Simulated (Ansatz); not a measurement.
# C2H5BN: the cost of one run

All numbers below are computed with Ansatz 0.2.0 (RKS PBE0-D4/def2-SVP).

### Step 1. The starting structure

Bond lengths: B1–C2 1.441 Å, C2–N3 1.361 Å, N3–C4 1.418 Å, B1–H5 1.186 Å, C2–H6 1.108 Å, C4–H7 1.102 Å, C4–H8 1.123 Å, C4–H9 1.125 Å. Angles: B1–C2–N3 130.6°, B1–C2–H6 117.5°, N3–C2–H6 110.3°, C2–B1–H5 141.4°, C2–N3–C4 112.1°, N3–C4–H7 109.8°, N3–C4–H8 114.8°, N3–C4–H9 113.2°, H7–C4–H8 106.7°, H7–C4–H9 107.6°, H8–C4–H9 104.2°.

As a file:

```xyz
9

B    -0.7571    1.4970   -0.0343
C     0.5878    0.9946   -0.1632
N     1.0953   -0.2464    0.0710
C     0.0752   -1.2191    0.2238
H    -1.7084    1.7762   -0.6843
H     1.4072    1.7372   -0.2356
H     0.5232   -2.1919    0.4824
H    -0.5565   -1.3871   -0.6892
H    -0.6666   -0.9605    1.0296
```

### Step 2. Relaxing end A

Input file input.yaml:

```yaml
crystal:
  periodic: [false, false, false]
  atoms:
    - { symbol: B, position_ang: [-0.75707, 1.49702, -0.03428] }
    - { symbol: C, position_ang: [0.58776, 0.99456, -0.1632] }
    - { symbol: "N", position_ang: [1.09527, -0.24641, 0.07096] }
    - { symbol: C, position_ang: [0.07517, -1.21907, 0.22375] }
    - { symbol: H, position_ang: [-1.7084, 1.77624, -0.68432] }
    - { symbol: H, position_ang: [1.40724, 1.73718, -0.23564] }
    - { symbol: H, position_ang: [0.52321, -2.19192, 0.48238] }
    - { symbol: H, position_ang: [-0.55654, -1.38712, -0.68921] }
    - { symbol: H, position_ang: [-0.66664, -0.96046, 1.02956] }
total_charge: -1
basis:
  gaussian: { orbitals: def2-SVP }
hamiltonian:
  xc: pbe0
  dispersion: d4
relax:
  f_tol: 0.015
  max_steps: 40
output:
  orbitals: {}
```

Launch:

```console
> ansatz run input.yaml --threads 1 --pin off --max-ram 2048MiB --backend cpu --events-out ev --progress --plain --runs-dir out
```

Q: Estimate wall time and peak memory on 1 thread of an Arm CPU, shared host.

About 30 s, with a peak of 0.15 GiB.
